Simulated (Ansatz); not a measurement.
# NaLaMnMoO6 in Ansatz: the effect of Hubbard term

Crystal: NaLaMnMoO6.

```
Na La Mn Mo O
1.0
     3.79453   -3.84926   -0.00008
     3.79453    3.84926   -0.00008
    -0.04604    0.00000    8.22029
Na La Mn Mo O
2 2 2 2 12
Cartesian
  3.7600 -0.0493 6.1651
  3.7830 0.0493 2.0550
  3.7600 3.7539 6.1651
  3.7830 -3.7539 2.0550
  1.8742 1.9246 4.1101
  1.8973 -1.9246 0.0000
  1.8742 -1.9246 4.1101
  1.8973 1.9246 0.0000
  2.2242 -1.8899 6.0211
  5.3188 1.8899 2.1991
  3.7643 1.6891 4.5073
  3.7787 -1.6891 3.7129
  6.0251 -0.0155 4.1046
  1.5179 0.0155 4.1155
  2.2472 1.8899 1.9109
  5.2958 -1.8899 6.3092
  6.0021 0.0155 8.2147
  1.5409 -0.0155 0.0054
  3.7557 1.6891 7.8230
  3.7873 -1.6891 0.3971
```

The cell was built by a generator and needn't be a form met in nature.

Alike in all runs:

- Program: Ansatz 0.2.0
- Task: projected density of states
- Functional: PBE
- Potentials or basis: Ansatz PAW
- Cutoff: 420 eV (not typed: the program's choice for these potentials)
- k mesh: 5 × 5 × 4
- Occupations: fermi-dirac, width 0.05 eV
- Spin: collinear spin, ferromagnetic start
- Starting moments: [0.0, 0.0, 0.0, 0.0, 4.0, 4.0, 1.0, 1.0, 0.0, 0.0, 0.0, 0.0, 0.0, 0.0, 0.0, 0.0, 0.0, 0.0, 0.0, 0.0] μB
- Hubbard projectors: ortho-atomic (the default)
- Double counting: fll (the default)

```tsv
Hubbard term	gap on the mesh (eV)	pressure (GPa)	moment (μB)	largest force (eV/Å)
La f U = 2 eV, Mn d U = 2 eV, Mo d U = 2 eV	none	2.3	7.06	0.31
La f U = 4 eV, Mn d U = 4 eV, Mo d U = 4 eV	0.08	4.6	10.00	0.50
La f U = 6 eV, Mn d U = 6 eV, Mo d U = 6 eV	?	?	?	?
```

Q: What does the run with Hubbard term La f U = 6 eV, Mn d U = 6 eV, Mo d U = 6 eV give?

A: gap on the mesh 0.17 eV; pressure 5.9 GPa; moment 10.00 μB; largest force 0.61 eV/Å.

Caveats: the magnetic or orbital state may not be the lowest; only a ferromagnetic start was run, and an antiferromagnetic order may lie lower in energy; the density of states is complete only up to the lowest level of the last band computed; odd divisions of the mesh miss points on the zone boundary, where band edges often lie, so the gap on the mesh can be too wide (some runs); spin-orbit coupling is left out, which moves the levels of the heavy elements (some runs); the starting moments weren't kept (some runs).

A k mesh can miss the band edges.

A gap of «none» marks a metal or a gap under the smearing width.
